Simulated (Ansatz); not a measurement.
**Zn on WSe2 (001)**

The task, for WSe2: find where and how strongly Zn adsorbs.

Method: DFT PBE+D3(BJ), scalar-relativistic, plane waves, PAW, in Ansatz 0.2.0.

5 further runs of the same task are left out: 5 set aside as unsound or not needed.

**1. Starting point**

The structure is trigonal, space group P-3m1 (No. 164). Conventional cell: a = 3.279 Å, b = 3.279 Å, c = 39.552 Å, α = 90.00°, β = 90.00°, γ = 120.00°. Se (site symmetry 3m) has 3 W at 2.53 Å in its first shell of neighbours. W (site symmetry 3m) has 6 Se at 2.53 Å in its first shell of neighbours.

Structure file:

```xyz
12
Lattice="3.2790 0.0000 0.0000 -1.6395 2.8397 0.0000 0.0000 0.0000 39.5517" Properties=species:S:1:pos:R:3 pbc="T T T"
Se    0.0000    1.8931    8.5000
W     1.6395    0.9466   10.1844
Se    0.0000    1.8931   11.8687
Se    1.6395    0.9466   14.8943
W     0.0000    1.8931   16.5787
Se    1.6395    0.9466   18.2631
Se    0.0000    1.8931   21.2898
W     1.6395    0.9466   22.9741
Se    0.0000    1.8931   24.6585
Se    1.6395    0.9466   27.6866
W     0.0000    1.8931   29.3723
Se    1.6395    0.9466   31.0588
```

Planes are indexed in the bulk's conventional cell (P6_3/mmc (No. 194)), a = 3.279 Å, b = 3.279 Å, c = 12.789 Å, α = 90.00°, β = 90.00°, γ = 120.00°.

This (001) slab, 22.6 Å thick as cut, with 17 Å of vacuum; its outer planes are Se (top) and Se (bottom), was relaxed beforehand with its lower half held: -85303.6626 eV, gap on the mesh 1.12 eV, ionisation potential 4.79 eV, electron affinity 3.67 eV.

**2. Zn put at a top (Se) site**

input.yaml

```yaml
crystal:
  lattice:
    - [3.279027557, 0.0, 0.0]
    - [-1.6395137785, 2.8397211641, 0.0]
    - [0.0, 0.0, 41.5516615569]
  atoms:
    - { symbol: Se, position: [0.3333333333, 0.6666666667, 0.2045646235] }
    - { symbol: W, position: [0.6666666667, 0.3333333333, 0.2451014469] }
    - { symbol: Se, position: [0.3333333333, 0.6666666667, 0.2856382703] }
    - { symbol: Se, position: [0.6666666667, 0.3333333333, 0.358452708] }
    - { symbol: W, position: [0.3333333333, 0.6666666667, 0.3989895314] }
    - { symbol: Se, position: [0.6666666667, 0.3333333333, 0.4395263549] }
    - { symbol: Se, position: [0.3333333333, 0.6666666667, 0.5123700371] }
    - { symbol: W, position: [0.6666666667, 0.3333333333, 0.5529054135] }
    - { symbol: Se, position: [0.3333333333, 0.6666666667, 0.5934410654] }
    - { symbol: Se, position: [0.6666666667, 0.3333333333, 0.6663176613] }
    - { symbol: W, position: [0.3333333333, 0.6666666667, 0.7068874363] }
    - { symbol: Se, position: [0.6666666667, 0.3333333333, 0.7474751813] }
    - { symbol: Zn, position: [0.6666666667, 0.3333333333, 0.8061972614] }
basis:
  ecutwfc: 420
kpoints:
  mp_grid: { grid: [9, 9, 1] }
hamiltonian:
  xc: pbe
  dispersion: d3bj
scf:
  occupations: { method: gaussian, width: 0.05 }
output:
  forces: true
  eigenvalues: true
  write_density: true
  write_potential: true
  elf: true
  volumetric_format: npy
relax:
  adjacent_minimum: "off"
  f_tol: 0.03
  max_steps: 70
  constraints: [{ sites: [0, 1, 2, 3, 4, 5] }]
efield:
  axis: 3
  dipole_correction: true
  ramp_width: 0.04
```

Command:

```console
ansatz run input.yaml --threads 4 --pin off --max-ram 10240MiB --backend cpu --events-out ev --progress --plain --runs-dir out
```

Further runs follow: Zn at the hollow (nearest Se) site.

Q: Predict the outcome of this session. Wanted: Zn: lowest end.

The runs gave:

```
      quantity                                                                      value
Zn: lowest end  E_ads -0.72 eV, from the hollow (nearest Se) start, 0 bonded, 3.25 Å high
```

What this shows: The strongest binding of Zn is 0.72 eV, though no slab atom lies within bonding distance; the ends span 0.04 eV. It puts states into the slab's gap, which goes from 1.12 eV to 0.16 eV. A start on a symmetric site keeps its symmetry, so an end may be a saddle point and not a minimum. These runs have no spin-orbit coupling; with W it would split and shift bands. Near these geometries the D3 coefficients change with coordination, as the log warns; steps in energy, slope or pressure can stem from that.
